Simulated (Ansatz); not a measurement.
# C2H8B2O: one species, many methods

An exercise on one series of results from a longer session: the logs are not shown, and one member is left open.

Method: functionals in def2-TZVPP, the program's frozen cores in correlated methods; program: Ansatz 0.2.0, Gaussian basis.

Plan: LDA (SPW92), PBE-D4, revPBE-D4, BLYP-D4, r2SCAN-D4, B97M-V, PBE0-D4, B3LYP-D4, r2SCANh-D4, r2SCAN0-D4, HSE06-D4, BHLYP-D4, CAM-B3LYP-D4, LC-ωPBE, ωB97X-V, ωB97M-V, B2PLYP, PBE-QIDH; CCSD(T)/def2-SVP; CCSD(T)/def2-TZVPP; MP2/def2-QZVPP; extrapolation to the limit; RPA on PBE.

### Structure used throughout

The geometry comes from an earlier relaxation with PBE0-D4 in a triple-zeta def2 set; it is a stationary point, not always the lowest conformer.

SMILES `BCB(C)O`, 13 atoms, charge 0, spin multiplicity 1.

Atoms are counted from 1 here; the program's logs count them from 0.

Bond lengths: B1–C2 1.539 Å, B1–H6 1.198 Å, B1–H7 1.200 Å, C2–B3 1.600 Å, C2–H8 1.095 Å, C2–H9 1.092 Å, B3–C4 1.564 Å, B3–O5 1.361 Å, C4–H10 1.091 Å, C4–H11 1.096 Å, C4–H12 1.095 Å, O5–H13 0.961 Å. Angles: C2–B1–H6 121.3°, C2–B1–H7 120.6°, H6–B1–H7 118.0°, B1–C2–B3 104.5°, B1–C2–H8 112.3°, B1–C2–H9 113.3°, B3–C2–H8 107.3°, B3–C2–H9 108.0°, H8–C2–H9 110.9°, C2–B3–C4 122.0°, C2–B3–O5 120.1°, C4–B3–O5 117.9°, B3–C4–H10 113.0°, B3–C4–H11 109.8°, B3–C4–H12 111.0°, H10–C4–H11 108.2°, H10–C4–H12 109.0°, H11–C4–H12 105.6° and more.

As a file:

```xyz
13
charge 0, multiplicity 1
B    -1.7917   -0.1187   -0.5649
C    -0.3378   -0.2493   -1.0519
B     0.5391    0.3633    0.1375
C     1.2809   -0.5444    1.1726
O     0.6502    1.7121    0.2773
H    -2.3153   -0.9895    0.0699
H    -2.4070    0.8959   -0.7450
H    -0.1420    0.3534   -1.9454
H    -0.0240   -1.2840   -1.2043
H     1.7275    0.0211    1.9919
H     2.0775   -1.1059    0.6710
H     0.6045   -1.2988    1.5874
H     0.1585    2.2101   -0.3811
```

The first run:

Contents of in.yaml:

```yaml
crystal:
  periodic: [false, false, false]
  atoms:
    - {symbol: B, position_ang: [-1.791708, -0.118705, -0.564940]}
    - {symbol: C, position_ang: [-0.337754, -0.249310, -1.051857]}
    - {symbol: B, position_ang: [0.539136, 0.363321, 0.137471]}
    - {symbol: C, position_ang: [1.280874, -0.544416, 1.172643]}
    - {symbol: O, position_ang: [0.650169, 1.712109, 0.277268]}
    - {symbol: H, position_ang: [-2.315266, -0.989453, 0.069925]}
    - {symbol: H, position_ang: [-2.406951, 0.895924, -0.744988]}
    - {symbol: H, position_ang: [-0.142038, 0.353351, -1.945352]}
    - {symbol: H, position_ang: [-0.024016, -1.284021, -1.204341]}
    - {symbol: H, position_ang: [1.727536, 0.021067, 1.991916]}
    - {symbol: H, position_ang: [2.077493, -1.105860, 0.671016]}
    - {symbol: H, position_ang: [0.604526, -1.298789, 1.587356]}
    - {symbol: H, position_ang: [0.158497, 2.210083, -0.381118]}
basis:
  gaussian: {orbitals: def2-TZVPP}
hamiltonian: {xc: lda}
output: {orbitals: {seedname: orbitals}}
```

Steps of the session up to this table: LDA; PBE-D4 (GGA); revPBE-D4 (GGA); BLYP-D4 (GGA); r2SCAN-D4 (meta-GGA); B97M-V (meta-GGA); PBE0-D4 (hybrid); B3LYP-D4 (hybrid); r2SCANh-D4 (hybrid); r2SCAN0-D4 (hybrid); HSE06-D4 (hybrid); BHLYP-D4 (hybrid); CAM-B3LYP-D4 (range-separated); LC-ωPBE (range-separated); ωB97X-V (range-separated); ωB97M-V (range-separated); B2PLYP (double hybrid); PBE-QIDH (double hybrid).

One table of the session follows, with a row left open; its other results are not shown here.

It belongs to the step «Frontier levels by functional». 

```
  functional  HOMO (eV)  LUMO (eV)  gap (eV)
 LDA (SPW92)      -7.26      -2.71      4.56
      PBE-D4      -7.12      -2.42      4.70
   revPBE-D4          ?          ?         ?
     BLYP-D4      -7.01      -2.28      4.73
   r2SCAN-D4      -7.37      -2.07      5.30
      B97M-V      -7.50      -2.15      5.35
     PBE0-D4      -8.46      -1.45      7.01
    B3LYP-D4      -8.25      -1.68      6.57
  r2SCANh-D4      -7.88      -1.74      6.14
  r2SCAN0-D4      -8.63      -1.25      7.38
    HSE06-D4      -8.06      -1.84      6.22
    BHLYP-D4      -9.74      -0.44      9.30
CAM-B3LYP-D4      -9.88      -0.37      9.51
     LC-ωPBE     -11.23       0.83     12.06
     ωB97X-V     -10.86       0.72     11.59
     ωB97M-V     -10.75       0.48     11.23
```

**Question.** Estimate the row for revPBE-D4.

As computed: HOMO (eV): -7.06; LUMO (eV): -2.30; gap (eV): 4.76. In the column «HOMO (eV)» it lies between PBE-D4 (-7.12) and BLYP-D4 (-7.01).
